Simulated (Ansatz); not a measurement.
# CH₆BInOSi: vertical ionisation energy

Aim: the vertical ionisation energy of CH₆BInOSi, as cation minus neutral at the neutral's geometry, on several levels, and how well −ε(HOMO) stands in for it.

Method: unrestricted cation, the program's frozen cores in correlated methods; program: Ansatz 0.2.0, Gaussian basis.

Plan: UKS PBE-D4/def2-TZVPP; UKS r2SCAN-D4/def2-TZVPP; UKS PBE0-D4/def2-TZVPP; UKS B3LYP-D4/def2-TZVPP; UKS wB97X-V/def2-TZVPP; UKS wB97M-V/def2-TZVPP; UKS B2PLYP/def2-TZVPP; UHF-CCSD(T)/def2-TZVPP; UHF-MP2/def2-QZVPP; extrapolation to the limit; then −ε(HOMO) from the neutral's earlier runs with LDA (SPW92), PBE-D4, revPBE-D4, BLYP-D4, r2SCAN-D4, B97M-V, PBE0-D4, B3LYP-D4, r2SCANh-D4, r2SCAN0-D4, HSE06-D4, BHLYP-D4, CAM-B3LYP-D4, LC-ωPBE, ωB97X-V, ωB97M-V.

### 1 The relaxed structure

All runs share one geometry, relaxed beforehand with PBE0-D4 in a triple-zeta def2 set. In takes the def2 core potential; no spin-orbit term is included.

11 atoms, charge 0, spin multiplicity 1.

Atoms are counted from 1 here; the program's logs count them from 0.

Bond lengths: B1–C2 1.586 Å, B1–In5 2.274 Å, B1–H6 1.208 Å, B1–H7 1.207 Å, C2–Si3 1.930 Å, C2–O4 1.249 Å, Si3–H8 1.487 Å, Si3–H9 1.485 Å, Si3–H10 1.485 Å, O4–In5 2.399 Å, In5–H11 1.744 Å. Angles: C2–B1–In5 86.4°, C2–B1–H6 113.1°, C2–B1–H7 115.4°, In5–B1–H6 111.5°, In5–B1–H7 114.2°, H6–B1–H7 113.5°, B1–C2–Si3 122.0°, B1–C2–O4 120.6°, Si3–C2–O4 117.4°, C2–Si3–H8 106.8°, C2–Si3–H9 109.7°, C2–Si3–H10 110.5°, H8–Si3–H9 109.1°, H8–Si3–H10 110.1°, H9–Si3–H10 110.6°, C2–O4–In5 89.2°, B1–In5–O4 63.7°, B1–In5–H11 174.4° and more.

### 2 Cation, UKS PBE-D4/def2-TZVPP

Input file in.yaml:

```yaml
crystal:
  periodic: [false, false, false]
  atoms:
    - {symbol: B, position_ang: [-0.561516, 1.101466, -0.487096]}
    - {symbol: C, position_ang: [0.001416, -0.292870, 0.018004]}
    - {symbol: Si, position_ang: [1.197237, -0.425978, 1.527363]}
    - {symbol: O, position_ang: [-0.302458, -1.352673, -0.569949]}
    - {symbol: In, position_ang: [-1.543634, -0.068298, -2.171768]}
    - {symbol: H, position_ang: [-1.384018, 1.578740, 0.258577]}
    - {symbol: H, position_ang: [0.271445, 1.893297, -0.854990]}
    - {symbol: H, position_ang: [2.539905, 0.000027, 1.050829]}
    - {symbol: H, position_ang: [0.750115, 0.494507, 2.603087]}
    - {symbol: H, position_ang: [1.253279, -1.823703, 2.025000]}
    - {symbol: H, position_ang: [-2.221762, -1.104515, -3.399068]}
basis:
  gaussian: {orbitals: def2-TZVPP}
total_charge: 1
magnetization: {spin_polarized: true, initial_magnetization: 1}
hamiltonian: {xc: pbe, dispersion: d4}
```

Command:

```
$ ansatz run in.yaml --threads 2 --pin off --events-out ev --progress --plain --max-ram 32768MiB --backend cpu
```

The runs that follow: Cation, UKS r2SCAN-D4/def2-TZVPP; Cation, UKS PBE0-D4/def2-TZVPP; Cation, UKS B3LYP-D4/def2-TZVPP; Cation, UKS wB97X-V/def2-TZVPP; Cation, UKS wB97M-V/def2-TZVPP; Cation, UKS B2PLYP (frozen core)/def2-TZVPP; Cation, UHF-CCSD(T)/def2-TZVPP; Cation, UHF-MP2/def2-QZVPP.

**Question.** What will the summary of the whole plan be? Wanted: ionisation energy, CCSD(T)/CBS; nearest functional by difference; nearest −ε(HOMO); −ε(HOMO) of PBE; T1 of the cation.

**Answer**, as computed:

| quantity | value |
| --- | --- |
| ionisation energy, CCSD(T)/CBS | 8.78 eV |
| nearest functional by difference | ωB97X-V (-0.14 eV) |
| nearest −ε(HOMO) | ωB97X-V (+0.03 eV) |
| −ε(HOMO) of PBE | 5.51 eV |
| T1 of the cation | 0.045 |

**Reading.** Energy differences with functionals land within 0.54 eV of the reference. −ε(HOMO) of PBE misses by 3.3 eV, since self-interaction lifts the level. Among orbital estimates ωB97X-V comes nearest. Hartree-Fock falls 1.12 eV short, as the neutral has more correlation energy than the cation. The cation's T1 (from the report) is 0.045, above the customary mark of 0.045 for open shells, so the coupled-cluster value is less safe. Correlated methods include outer-core shells of In, which these sets cover unevenly. With outer-core shells in play the reference is unsure by up to some tenths of an eV, so close misses can't be ranked.
